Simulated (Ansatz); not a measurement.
# CH5BN2O: a ladder of functionals and wavefunction methods

The task here is to estimate one member of a computed series from the others.

Computed with Ansatz 0.2.0, Gaussian basis. Level: functionals in def2-TZVPP, the program's frozen cores in correlated methods.

The runs, in order: LDA (SPW92), PBE-D4, revPBE-D4, BLYP-D4, r2SCAN-D4, B97M-V, PBE0-D4, B3LYP-D4, r2SCANh-D4, r2SCAN0-D4, HSE06-D4, BHLYP-D4, CAM-B3LYP-D4, LC-ωPBE, ωB97X-V, ωB97M-V, B2PLYP, PBE-QIDH; CCSD(T)/def2-SVP; CCSD(T)/def2-TZVPP; MP2/def2-QZVPP; extrapolation to the limit; RPA on PBE.

## The relaxed structure

An earlier PBE0-D4 in a triple-zeta def2 set relaxation fixed the geometry.

SMILES `N=C(N)BO`, 10 atoms, charge 0, spin multiplicity 1.

Atoms are counted from 1 here; the program's logs count them from 0.

Bond lengths: N1–C2 1.280 Å, N1–H6 1.017 Å, C2–N3 1.368 Å, C2–B4 1.581 Å, N3–H7 1.007 Å, N3–H8 1.003 Å, B4–O5 1.347 Å, B4–H9 1.204 Å, O5–H10 0.960 Å. Angles: C2–N1–H6 109.5°, N1–C2–N3 119.9°, N1–C2–B4 124.2°, N3–C2–B4 115.9°, C2–N3–H7 117.4°, C2–N3–H8 119.2°, H7–N3–H8 117.3°, C2–B4–O5 116.9°, C2–B4–H9 122.5°, O5–B4–H9 120.6°, B4–O5–H10 114.0°.

The first run:

in.yaml

```yaml
crystal:
  periodic: [false, false, false]
  atoms:
    - {symbol: N, position_ang: [-1.544683, -0.061184, -0.719965]}
    - {symbol: C, position_ang: [-0.479226, -0.358007, -0.074912]}
    - {symbol: N, position_ang: [-0.356283, -1.588751, 0.510535]}
    - {symbol: B, position_ang: [0.735355, 0.631553, 0.136898]}
    - {symbol: O, position_ang: [0.595159, 1.880940, -0.347446]}
    - {symbol: H, position_ang: [-1.487450, 0.900728, -1.044426]}
    - {symbol: H, position_ang: [-1.043815, -2.285566, 0.272892]}
    - {symbol: H, position_ang: [0.553241, -1.913462, 0.781659]}
    - {symbol: H, position_ang: [1.751308, 0.299646, 0.691182]}
    - {symbol: H, position_ang: [1.359495, 2.442904, -0.203618]}
basis:
  gaussian: {orbitals: def2-TZVPP}
hamiltonian: {xc: lda}
output: {orbitals: {seedname: orbitals}}
```

Started as:

```
$ ansatz run in.yaml --threads 2 --pin off --events-out ev --progress --plain --max-ram 4352MiB
```

Among the steps run: LDA; PBE-D4 (GGA); revPBE-D4 (GGA); BLYP-D4 (GGA); r2SCAN-D4 (meta-GGA); B97M-V (meta-GGA); B3LYP-D4 (hybrid); r2SCANh-D4 (hybrid); r2SCAN0-D4 (hybrid); HSE06-D4 (hybrid); BHLYP-D4 (hybrid); CAM-B3LYP-D4 (range-separated); LC-ωPBE (range-separated); ωB97X-V (range-separated); ωB97M-V (range-separated); B2PLYP (double hybrid); PBE-QIDH (double hybrid).

One table of the session follows, with a row left open; its other results are not shown here.

It belongs to the step «Frontier levels by functional». 

```
  functional  HOMO (eV)  gap (eV)
 LDA (SPW92)      -5.63      3.20
      PBE-D4      -5.50      3.34
   revPBE-D4      -5.44      3.39
     BLYP-D4      -5.37      3.35
   r2SCAN-D4          ?         ?
      B97M-V      -5.79      3.86
     PBE0-D4      -6.75      5.52
    B3LYP-D4      -6.52      5.07
  r2SCANh-D4      -6.22      4.61
  r2SCAN0-D4      -6.92      5.82
    HSE06-D4      -6.34      4.74
    BHLYP-D4      -7.88      7.67
CAM-B3LYP-D4      -8.11      7.99
     LC-ωPBE      -9.47     10.55
     ωB97X-V      -9.09     10.09
     ωB97M-V      -9.01      9.84
```

Estimate the missing values for r2SCAN-D4.

Worked estimate for «HOMO (eV)». Against the share of exact exchange, r2SCANh-D4 (0.1, -6.22), r2SCAN0-D4 (0.25, -6.92) give a slope of -4.67 per unit share; at 0 the line stands at -5.75.

The run gave: HOMO (eV): -5.75; gap (eV): 3.80. In «HOMO (eV)» the line misses by 0.00.
